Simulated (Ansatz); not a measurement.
# Ge3PdRu: a closer look at a trial structure

This session takes a relaxed cell of Ge3PdRu and sets out to see whether it has a gap, which orbitals make up the states near it and how charge is shared.

Method: DFT PBE, scalar-relativistic, plane waves, PAW, in Ansatz 0.2.0.

1 further run of the same task is left out (set aside as unsound or not needed).

### Step 1. The starting structure

The structure is tetragonal, space group P4/mmm (No. 123). The conventional cell has a = 4.973 Å, b = 4.973 Å, c = 4.747 Å, α = 90.00°, β = 90.00°, γ = 90.00°. Ge (site symmetry mmm) has 2 Ru at 2.49 Å and 2 Pd at 2.49 Å as nearest neighbours. Ge (site symmetry 4/mmm) is surrounded by 2 Ru at 2.37 Å. Ru (site symmetry 4/mmm) has 6 Ge at 2.37 to 2.49 Å as nearest neighbours. Around Pd (site symmetry 4/mmm) lie 4 Ge at 2.49 Å.

Structure file:

```
CELL_PARAMETERS angstrom
4.97300 0.00000 0.00000
0.00000 4.97300 0.00000
0.00000 0.00000 4.74663
ATOMIC_POSITIONS crystal
Ge 0.00000 0.50000 0.00000
Ge 0.50000 0.00000 0.00000
Ge 0.50000 0.50000 0.50000
Ru 0.50000 0.50000 0.00000
Pd 0.00000 0.00000 0.00000
```

The cell was relaxed beforehand at this level, from a generated guess; it needn't be the stable form of this composition. At a tolerance of 0.05 Å it has space group P4/mmm (No. 123); it has 23.48 Å³/atom, an uncorrected energy of +0.25 eV/atom over the elements.

### Step 2. Electronic structure at the relaxed geometry

input.yaml reads:

```yaml
crystal:
  lattice:
    - [4.9730025783, 0.0, 0.0]
    - [0.0, 4.9730025783, 0.0]
    - [0.0, 0.0, 4.7466250511]
  atoms:
    - { symbol: Ge, position: [0.0, 0.5, 0.0] }
    - { symbol: Ge, position: [0.5, 0.0, 0.0] }
    - { symbol: Ge, position: [0.5, 0.5, 0.5] }
    - { symbol: Ru, position: [0.5, 0.5, 0.0] }
    - { symbol: Pd, position: [0.0, 0.0, 0.0] }
basis:
  ecutwfc: 420
kpoints:
  mp_grid: { grid: [8, 8, 8] }
  band_path:
    path:
      - [[0.0, 0.0, 0.0], [0.0, 0.5, 0.0], [0.5, 0.5, 0.0], [0.0, 0.0, 0.0], [0.0, 0.0, 0.5], [0.0, 0.5, 0.5], [0.5, 0.5, 0.5], [0.0, 0.0, 0.5]]
      - [[0.0, 0.5, 0.0], [0.0, 0.5, 0.5]]
      - [[0.5, 0.5, 0.0], [0.5, 0.5, 0.5]]
    npoints: 14
hamiltonian:
  xc: pbe
scf:
  occupations: { method: gaussian, width: 0.1 }
  n_extra_bands: 12
output:
  forces: true
  stress: true
  eigenvalues: true
  populations: true
  dos: { projected: true, de: 0.02, nscf_kmesh: { grid: [10, 10, 10] } }
  bader: true
  write_density: true
  write_potential: true
  elf: true
  volumetric_format: npy
```

Started as:

```bash
ansatz run input.yaml --threads 1 --pin off --max-ram 2560MiB --backend cpu --events-out ev --progress --plain --runs-dir out
```

**Question.** What will these runs give? Wanted: gap; states at the Fermi level; Bader charges.

As calculated:

| quantity | value |
| --- | --- |
| gap | none (metal) |
| states at the Fermi level | 4.15 per eV per cell |
| Bader charges | Ge +0.28 to +0.30, Ru -0.46, Pd -0.41 e |

What this shows: Bands cross the Fermi level: a metal at this level of theory. Of the projected weight within 0.25 eV of the Fermi level, the largest part is Ge 4p (57 %) and Ru 4d (30 %). Bader charges reach 0.5 e, so charge transfer in this metal is moderate.
